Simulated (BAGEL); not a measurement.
# GeSiH5 (SMILES [SiH2][GeH3]) at UHF/3-21G (density fitting with qzvpp-jkfit)

What is the energy change on altering one bond length of GeSiH5 at UHF/3-21G (density fitting with qzvpp-jkfit)? 

Program for the calculation: BAGEL 1.2.2.

2 further runs of the same task are left out: 2 set aside as unsound or not needed.

### 1 The structure to begin with

The species is GeSiH5 (7 atoms), meant as a doublet with charge 0. SMILES: `[SiH2][GeH3]`. The coordinates come from a PBE0-D4/def2-TZVP relaxation.

Bond lengths: Si1–Ge2 2.370 Å, Si1–H3 1.489 Å, Si1–H4 1.489 Å, Ge2–H5 1.537 Å, Ge2–H6 1.541 Å, Ge2–H7 1.537 Å. Angles: Si1–Ge2–H5 109.6°, Si1–Ge2–H6 112.0°, Si1–Ge2–H7 109.7°, Ge2–Si1–H3 113.4°, Ge2–Si1–H4 113.3°, H5–Ge2–H6 108.4°, H5–Ge2–H7 108.7°, H6–Ge2–H7 108.4°, H3–Si1–H4 109.6°.

### 2 A single-point energy at UHF/3-21G (density fitting with qzvpp-jkfit)

input.json

```json
{ "bagel": [

{
  "title": "molecule",
  "basis": "3-21g",
  "df_basis": "qzvpp-jkfit",
  "angstrom": "true",
  "geometry": [
    { "atom": "Si", "xyz": [   -0.094700,   -1.423600,   -0.163400 ] },
    { "atom": "Ge", "xyz": [    0.288700,    0.914700,   -0.097700 ] },
    { "atom": "H", "xyz": [    0.173200,   -2.103400,    1.133900 ] },
    { "atom": "H", "xyz": [   -1.456400,   -1.784700,   -0.645400 ] },
    { "atom": "H", "xyz": [    0.037100,    1.517100,   -1.489000 ] },
    { "atom": "H", "xyz": [   -0.633800,    1.622900,    0.913200 ] },
    { "atom": "H", "xyz": [    1.746900,    1.189100,    0.302700 ] }
  ]
},
{
  "title": "uhf",
  "nopen": 1
},
{
  "title": "print",
  "file": "orbitals.molden",
  "orbitals": "true"
}

]}
```

Launch:

```console
$ BAGEL_NUM_THREADS=1 BAGEL input.json > input.out
```

Output:

```text
* using 1 threads per process

  ===============================================================
  ===============================================================

  *** Geometry ***

  { "atom" : "Si", "xyz" : [     -0.178957,     -2.690214,     -0.308781 ] },
  { "atom" : "Ge", "xyz" : [      0.545564,      1.728532,     -0.184626 ] },
  { "atom" : "H", "xyz" : [      0.327301,     -3.974850,      2.142760 ] },
  { "atom" : "H", "xyz" : [     -2.752197,     -3.372594,     -1.219629 ] },
  { "atom" : "H", "xyz" : [      0.070109,      2.866904,     -2.813802 ] },
  { "atom" : "H", "xyz" : [     -1.197708,      3.066837,      1.725698 ] },
  { "atom" : "H", "xyz" : [      3.301163,      2.247073,      0.572020 ] },

  Number of auxiliary basis functions:      484

  Since a DF basis is specified, we compute 2- and 3-index integrals:
    o Being stored without compression. Storage requirement is 0.008 GB

  Number of basis functions:       45
  Number of electrons      :       51

    * METHOD: MOLECULE                             0.17

  *** Open-shell HF ***

  === Nuclear Repulsion ===
   161.8738422395

      * DIIS with orbital gradients will be used.

  === UHF iteration (3-21g) ===
      0      -2355.54349260          0.01406730           0.07
      1      -2355.57037635          0.00412862           0.07
      2      -2355.57274987          0.00131029           0.07
      3      -2355.57324675          0.00039468           0.07
      4      -2355.57335518          0.00013479           0.07
      5      -2355.57338965          0.00002931           0.07
      6      -2355.57339666          0.00000826           0.07
      7      -2355.57339768          0.00000489           0.07
      8      -2355.57339806          0.00000228           0.07
      9      -2355.57339814          0.00000065           0.06
     10      -2355.57339815          0.00000024           0.07
     11      -2355.57339815          0.00000008           0.07
     12      -2355.57339815          0.00000003           0.07
     13      -2355.57339815          0.00000002           0.07
     14      -2355.57339815          0.00000001           0.06
    * SCF iteration converged.

    * S^2 (UHF) is 0.7578

    * Permanent dipole moment:
           (   -0.071015,    -0.044106,     0.056188) a.u.

    * METHOD: UHF                                  1.13

    * METHOD: PRINT                                0.01

  ===============================================================
```

Wall time 1.4 s (1 thread of Arm Neoverse V1, shared host); peak memory 0.081 GiB.

### 3 The distorted shape, same level

input.json

```json
{ "bagel": [

{
  "title": "molecule",
  "basis": "3-21g",
  "df_basis": "qzvpp-jkfit",
  "angstrom": true,
  "geometry": [
    { "atom": "Si", "xyz": [   -0.134892,   -1.321611,   -0.358031 ] },
    { "atom": "Ge", "xyz": [    0.248508,    1.016689,   -0.292331 ] },
    { "atom": "H", "xyz": [    0.173200,   -2.103400,    1.133900 ] },
    { "atom": "H", "xyz": [   -1.496592,   -1.682711,   -0.840031 ] },
    { "atom": "H", "xyz": [   -0.003092,    1.619089,   -1.683631 ] },
    { "atom": "H", "xyz": [   -0.673992,    1.724889,    0.718569 ] },
    { "atom": "H", "xyz": [    1.706708,    1.291089,    0.108069 ] }
  ]
},
{ "title": "uhf", "nopen": 1 },
{ "title": "print", "file": "orbitals.molden", "orbitals": true }

]}
```

Launch:

```console
$ BAGEL_NUM_THREADS=1 BAGEL input.json > input.out
```

Output:

```text
* using 1 threads per process

  ===============================================================
  ===============================================================

  *** Geometry ***

  { "atom" : "Si", "xyz" : [     -0.254909,     -2.497483,     -0.676581 ] },
  { "atom" : "Ge", "xyz" : [      0.469612,      1.921264,     -0.552426 ] },
  { "atom" : "H", "xyz" : [      0.327301,     -3.974850,      2.142760 ] },
  { "atom" : "H", "xyz" : [     -2.828149,     -3.179863,     -1.587429 ] },
  { "atom" : "H", "xyz" : [     -0.005843,      3.059635,     -3.181601 ] },
  { "atom" : "H", "xyz" : [     -1.273660,      3.259568,      1.357899 ] },
  { "atom" : "H", "xyz" : [      3.225211,      2.439805,      0.204221 ] },

  Number of auxiliary basis functions:      484

  Since a DF basis is specified, we compute 2- and 3-index integrals:
    o Being stored without compression. Storage requirement is 0.008 GB

  Number of basis functions:       45
  Number of electrons      :       51

    * METHOD: MOLECULE                             0.17

  *** Open-shell HF ***

  === Nuclear Repulsion ===
   160.9387962303

      * DIIS with orbital gradients will be used.

  === UHF iteration (3-21g) ===
      0      -2355.53021971          0.01395973           0.07
      1      -2355.55781021          0.00431641           0.07
      2      -2355.56041436          0.00139823           0.07
      3      -2355.56098329          0.00043987           0.06
      4      -2355.56112160          0.00014982           0.06
      5      -2355.56118167          0.00003780           0.06
      6      -2355.56120088          0.00002234           0.07
      7      -2355.56120684          0.00001882           0.07
      8      -2355.56121313          0.00000861           0.06
      9      -2355.56121391          0.00000237           0.06
     10      -2355.56121393          0.00000092           0.07
     11      -2355.56121393          0.00000034           0.07
     12      -2355.56121393          0.00000016           0.07
     13      -2355.56121393          0.00000008           0.07
     14      -2355.56121393          0.00000002           0.07
     15      -2355.56121393          0.00000001           0.07
     16      -2355.56121393          0.00000001           0.07
    * SCF iteration converged.

    * S^2 (UHF) is 0.7595

    * Permanent dipole moment:
           (   -0.043794,    -0.147786,     0.166884) a.u.

    * METHOD: UHF                                  1.25

    * METHOD: PRINT                                0.01

  ===============================================================
```

Wall time 1.6 s (1 thread of Arm Neoverse V1, shared host); peak memory 0.081 GiB.

### 4 Summary of results

Level: UHF/3-21G (density fitting with qzvpp-jkfit).

| quantity | value |
| --- | --- |
| first shape: total energy | -2355.57340 Eh |
| first shape: dipole moment | 0.26 D |
| first shape: ⟨S²⟩ | 0.758 |
| distorted shape: total energy | -2355.56121 Eh |
| distorted shape: dipole moment | 0.58 D |
| distorted shape: ⟨S²⟩ | 0.759 |
| energy change with the Si1–H3 bond stretched from 1.489 to 1.712 Å | 0.332 eV |

What this shows: With the Si1–H3 bond stretched from 1.489 to 1.712 Å the energy rises by 0.33 eV (7.6 kcal/mol). The first shape isn't relaxed at this level, so the change isn't measured from a minimum.
